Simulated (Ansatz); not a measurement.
Ta₂H, space group P-4m2: a test of the smearing width, run with Ansatz 0.2.0, Python API.

Script `smear_ta2h.py`:
```python
# -*- coding: utf-8 -*-
"""Smearing width test for Ta2H."""

import ansatz as az

lattice = az.Lattice.of(
    [3.372436, 0.0, 0.0],
    [0.0, 3.372436, 0.0],
    [0.0, 0.0, 3.410112],
)
sites = [
    ("Ta", [0.5, 0.0, 0.741323]),
    ("Ta", [0.0, 0.5, 0.258677]),
    ("H", [0.0, 0.0, 0.0]),
]
cell = az.Crystal(lattice=lattice)
for symbol, position in sites:
    cell = cell.atom(symbol, position)

base = (
    cell.calculation()
    .functional(az.Functional.PBESOL)
    .pseudopotentials("paw")
    .kpoints(mesh=(8, 8, 8), center="gamma")  # sampling of the Brillouin zone
    .stress()
)

rows = []
for value in [0.5, 0.3, 0.2, 0.1]:
    summary = base.occupations("gaussian", width=value).run(threads=1, pin="off").report
    rows.append((value, summary["free_energy_ev"] / len(summary["lattice"]["sites"]), summary["n_iterations"], sum(summary["stress_gpa"][i][i] for i in range(3)) / 3, summary["n_kpoints"]))

print("  width (eV)   F/atom (eV)    iterations       P (GPa)      k-points")
for row in rows:
    print(f"{str(row[0]):>12s}  {row[1]:12.5f}  {row[2]:12d}  {row[3]:12.3f}  {row[4]:12d}")

# the last row is the reference
for row in rows[:-1]:
    shift = 1000 * (row[1] - rows[-1][1])
    print(f"{row[0]}: {shift:+.2f} meV/atom" + ("  (within 1 meV)" if abs(shift) < 1 else ""))
```

How much does the free energy per atom change between the narrowest and the widest smearing, and why?

Going from 0.1 to 0.5 eV changes F by -29.6 meV an atom. With this scheme F falls roughly as the square of the width; the report's estimate for zero width (energy_sigma0_ev) moves by only -0.1 meV. The pressure moves from -4.41 to -3.87 GPa.

What the script printed:

```console
$ python smear_ta2h.py
DeckWarning: basis.ecutwfc = 420 eV, auto-derived from the records' recommended cutoffs: set by Ta (normal level)
  width (eV)   F/atom (eV)    iterations       P (GPa)      k-points
         0.5   -6543.06387             6        -3.872            75
         0.3   -6543.04415             6        -4.212            75
         0.2   -6543.03809             6        -4.333            75
         0.1   -6543.03426             6        -4.411            75
0.5: -29.62 meV/atom
0.3: -9.90 meV/atom
0.2: -3.84 meV/atom
```
(Warnings from the package without file and line.)

The mesh is modest for a metal, so energies can be off by several to tens of meV an atom and pressures by half a GPa or more; differences at equal mesh fare better. The free energy holds a sizeable smearing term, which stands for no physical temperature. The narrowest width needs the finest mesh, so the last row is no converged reference. Pressure is positive in compression. Spin-orbit coupling, which matters for elements this heavy, is left out. The structure comes from a database of computed cells and needn't be a stable or known phase. The whole script took 12 s on 1 thread of Intel(R) Xeon(R) Processor @ 2.30GHz, on a shared host, peak memory 0.51 GiB.
